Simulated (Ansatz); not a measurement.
# AlBFH5Si: the cost of one run

Method: RKS PBE0/def2-SVP, in Ansatz 0.2.0.

## Step 1: The structure to begin with

Bond lengths: F1–Al2 1.655 Å, Al2–B3 2.072 Å, B3–Si4 1.971 Å, Al2–H5 1.554 Å, B3–H6 1.177 Å, Si4–H7 1.474 Å, Si4–H8 1.476 Å, Si4–H9 1.475 Å. Angles: F1–Al2–B3 121.9°, F1–Al2–H5 109.2°, B3–Al2–H5 128.9°, Al2–B3–Si4 119.7°, Al2–B3–H6 122.0°, Si4–B3–H6 118.3°, B3–Si4–H7 116.5°, B3–Si4–H8 112.3°, B3–Si4–H9 112.1°, H7–Si4–H8 104.6°, H7–Si4–H9 104.6°, H8–Si4–H9 105.9°.

As a file:

```xyz
9

F    -1.3561   -1.5569    1.7438
Al   -1.3389    0.0687    1.4328
B    -0.1123    0.8920   -0.0204
Si    1.0512   -0.2821   -1.0942
H    -2.3460    0.7808    2.3776
H    -0.0791    2.0505   -0.2268
H     1.8764    0.3749   -2.1238
H     0.2872   -1.3076   -1.8302
H     2.0177   -1.0202   -0.2587
```

## Step 2: End point A

File input.yaml:

```yaml
crystal:
  periodic: [false, false, false]
  atoms:
    - { symbol: F, position_ang: [-1.35613, -1.55686, 1.7438] }
    - { symbol: Al, position_ang: [-1.33894, 0.06867, 1.43283] }
    - { symbol: B, position_ang: [-0.11229, 0.89197, -0.02043] }
    - { symbol: Si, position_ang: [1.05117, -0.2821, -1.09421] }
    - { symbol: H, position_ang: [-2.34598, 0.78081, 2.3776] }
    - { symbol: H, position_ang: [-0.0791, 2.05049, -0.22683] }
    - { symbol: H, position_ang: [1.87645, 0.37489, -2.12383] }
    - { symbol: H, position_ang: [0.28715, -1.30763, -1.8302] }
    - { symbol: H, position_ang: [2.01767, -1.02023, -0.25873] }
basis:
  gaussian: { orbitals: def2-SVP }
hamiltonian:
  xc: pbe0
relax:
  f_tol: 0.015
  max_steps: 40
output:
  orbitals: {}
```

On the command line:

```sh
$ ansatz run input.yaml --threads 1 --pin off --max-ram 2048MiB --backend cpu --events-out ev --progress --plain --runs-dir out
```

What time and memory should one allow on 1 thread of Intel Xeon 6975P-C (Granite Rapids), shared host?

About 64 s, with a peak of 0.18 GiB.
